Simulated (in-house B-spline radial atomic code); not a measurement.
# Tc²⁹⁺: excited configurations

How much energy does it take to promote electrons of Tc²⁹⁺ to other shells? Each configuration is solved by itself and compared with the reference.

Method: Dirac-Hartree-Fock, average of configuration, Fermi nucleus, basis-set limit. Code: in-house B-spline radial atomic code version 1.

### Step 1. The system

| Property | Result |
| --- | --- |
| element | technetium (Z = 43) |
| charge | +29 |
| electrons | 14 |
| configuration | [Ne] 3s2 3p2 |
| Hamiltonian | Dirac-Coulomb |
| nucleus | Fermi, rms radius 4.411 fm |

Outer shells as boxes (Hund's rule):

[Ne] 3s2 3p2
```
[Ne] core
3s [↑↓]
3p [↑ ][↑ ][  ]
```

The boxes draw the filling by Hund's rule, which heavy ions in jj coupling don't follow; these runs average over all states of the configuration.

Input settings:

```ini
Z = 43
electrons = 14.0
configuration = [Ne] 3s2 3p2
hamiltonian = dirac
method = hf
spin_polarised = False
nucleus = fermi
rms_radius = 4.411169945885085
mass_number = 97
atomic_mass = 96.90636072
speed_of_light = 137.035999084
```

The reference is known from an earlier run: -3668.341433 hartree in all. Up to eight levels, counted from the top:

```tsv
orbital	occupation	energy (eV)	<r> (bohr)
1s1/2	2	-22665.9	0.03426
2s1/2	2	-4519.85	0.1466
2p1/2	2	-4280.56	0.1251
2p3/2	4	-4158.28	0.1295
3s1/2	2	-1711.88	0.3636
3p1/2	0.666667	-1638.53	0.3486
3p3/2	1.33333	-1609.93	0.3552
```

### Step 2. Configuration [He] 2s2 2p5 3s2 3p2 7d1

Input settings:

```ini
Z = 43
electrons = 14.0
configuration = [He] 2s2 2p5 3s2 3p2 7d1
hamiltonian = dirac
method = hf
spin_polarised = False
nucleus = fermi
rms_radius = 4.411169945885085
mass_number = 97
atomic_mass = 96.90636072
speed_of_light = 137.035999084
```

### Step 3. Run with [Ne] 3s1 3p3

The settings differ from step 2 so:

```diff
@@ -2,3 +2,3 @@
 electrons = 14.0
-configuration = [He] 2s2 2p5 3s2 3p2 7d1
+configuration = [Ne] 3s1 3p3
 hamiltonian = dirac
```

### Step 4. [Ne] 3s2 3p1 6p1

The settings differ from step 3 so:

```diff
@@ -2,3 +2,3 @@
 electrons = 14.0
-configuration = [Ne] 3s1 3p3
+configuration = [Ne] 3s2 3p1 6p1
 hamiltonian = dirac
```

### Step 5. Configuration [He] 2s2 2p5 3s2 3p2 5s1

The settings differ from step 4 so:

```diff
@@ -2,3 +2,3 @@
 electrons = 14.0
-configuration = [Ne] 3s2 3p1 6p1
+configuration = [He] 2s2 2p5 3s2 3p2 5s1
 hamiltonian = dirac
```

### Step 6. Run with [Ne] 3s2 3p1 5g1

The settings differ from step 5 so:

```diff
@@ -2,3 +2,3 @@
 electrons = 14.0
-configuration = [He] 2s2 2p5 3s2 3p2 5s1
+configuration = [Ne] 3s2 3p1 5g1
 hamiltonian = dirac
```

How far above the reference does each configuration lie (order and size, in eV)?

**Answer**, as computed:

| net move | configuration | energy above the reference (eV) | with Breit, QED, recoil (eV) | largest <r> (bohr) |
| --- | --- | --- | --- | --- |
| 3s → 3p | [Ne] 3s1 3p3 | 98.146 | 97.743 | 0.363 |
| 3p → 5g | [Ne] 3s2 3p1 5g1 | 1127.83 | 1126.82 | 0.912 |
| 3p → 6p | [Ne] 3s2 3p1 6p1 | 1252.50 | 1251.59 | 1.64 |
| 2p → 5s | [He] 2s2 2p5 3s2 3p2 5s1 | 3634.11 | 3629.71 | 1.10 |
| 2p → 7d | [He] 2s2 2p5 3s2 3p2 7d1 | 3933.79 | 3929.16 | 2.26 |

Quantum defects of the promoted electron, δ = n − ζ/√(−2ε) with ζ = 30 and ε its orbital energy in hartree:

| promotion | δ |
| --- | --- |
| 3p → 5g | 0.007 |
| 3p → 6p | 0.272 |
| 2p → 5s | 0.319 |
| 2p → 7d | 0.127 |

At the bottom stands 3s → 3p (98.146 eV), at the top 2p → 7d (3933.79 eV). 2 of them lie more than 2 % above the ionisation threshold that Koopmans' theorem gives (1609.93 eV), where such states can decay by emitting an electron. Of those tabulated, the defect is largest for 5s (0.32) and least for 5g (0.01); at this charge much of the defect is relativistic. Two partly filled shells share a symmetry and can mix in the average, which may lower the energy, for: 3p → 6p; 2p → 5s; 2p → 7d. These are averages over configurations, without correlation, not spectroscopic levels.
